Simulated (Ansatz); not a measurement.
# CH9NSSi: the cost of one run

All numbers below are computed with Ansatz 0.2.0 (RKS B3LYP/6-31G*).

## 1. The starting structure

Bond lengths: Si1–N2 2.127 Å, Si1–H3 1.460 Å, Si1–H4 1.488 Å, Si1–C5 1.903 Å, Si1–S7 2.524 Å, N2–H8 1.011 Å, N2–H9 1.011 Å, C5–H10 1.085 Å, C5–H11 1.085 Å, C5–H12 1.085 Å, S7–H13 1.325 Å. Angles (14 of 20 angles, heavy atoms first): N2–Si1–C5 89.6°, N2–Si1–S7 75.1°, C5–Si1–S7 110.7°, Si1–N2–H8 122.2°, Si1–N2–H9 117.7°, N2–Si1–H3 83.7°, N2–Si1–H4 161.8°, H3–Si1–C5 129.3°, H3–Si1–S7 115.7°, H4–Si1–C5 101.2°, H4–Si1–S7 87.2°, Si1–C5–H10 110.9°, Si1–C5–H11 108.9°, Si1–C5–H12 114.4°.

Coordinates:

```xyz
13

Si   -0.3364   -0.8587    0.3019
N     0.9661    0.6747    0.9926
H    -0.2627   -1.3219    1.6841
H    -0.8423   -2.0898   -0.3625
C    -1.4655    0.4662   -0.4679
H     1.8404    0.2467    0.0788
S     1.7695   -1.1360   -1.0611
H     0.7708    1.6548    0.8427
H     1.3969    0.5523    1.8991
H    -1.9381    0.0943   -1.3713
H    -2.2597    0.7018    0.2329
H    -0.9621    1.3946   -0.7162
H     1.3231   -0.3788   -2.0530
```

## 2. A restrained relaxation towards end A

Springs on the bonds that form and break draw the guess towards this end; the thresholds are loose.

input.yaml reads:

```yaml
crystal:
  periodic: [false, false, false]
  atoms:
    - { symbol: Si, position_ang: [-0.3364, -0.8587, 0.3019] }
    - { symbol: "N", position_ang: [0.9661, 0.6747, 0.9926] }
    - { symbol: H, position_ang: [-0.2627, -1.3219, 1.6841] }
    - { symbol: H, position_ang: [-0.8423, -2.0898, -0.3625] }
    - { symbol: C, position_ang: [-1.4655, 0.4662, -0.4679] }
    - { symbol: H, position_ang: [1.8404, 0.2467, 0.0788] }
    - { symbol: S, position_ang: [1.7695, -1.136, -1.0611] }
    - { symbol: H, position_ang: [0.7708, 1.6548, 0.8427] }
    - { symbol: H, position_ang: [1.3969, 0.5523, 1.8991] }
    - { symbol: H, position_ang: [-1.9381, 0.0943, -1.3713] }
    - { symbol: H, position_ang: [-2.2597, 0.7018, 0.2329] }
    - { symbol: H, position_ang: [-0.9621, 1.3946, -0.7162] }
    - { symbol: H, position_ang: [1.3231, -0.3788, -2.053] }
basis:
  gaussian: { orbitals: "6-31G*" }
hamiltonian:
  xc: b3lyp
relax:
  f_tol: 0.15
  max_steps: 25
  restrain:
    - { distance: [0, 6], at: 3.46, k: 30.0 }
    - { distance: [5, 1], at: 2.32, k: 30.0 }
    - { distance: [0, 1], at: 1.82, k: 30.0 }
    - { distance: [5, 6], at: 1.36, k: 30.0 }
output:
  orbitals: {}
```

The run is started by

```
$ ansatz run input.yaml --threads 2 --pin off --max-ram 3072MiB --backend cpu --events-out ev --progress --plain --runs-dir out
```

Q: Estimate wall time and peak memory on 2 threads of Intel Xeon Platinum 8375C at 2.90GHz (Ice Lake), shared host.

About 67 s, with a peak of 0.21 GiB.
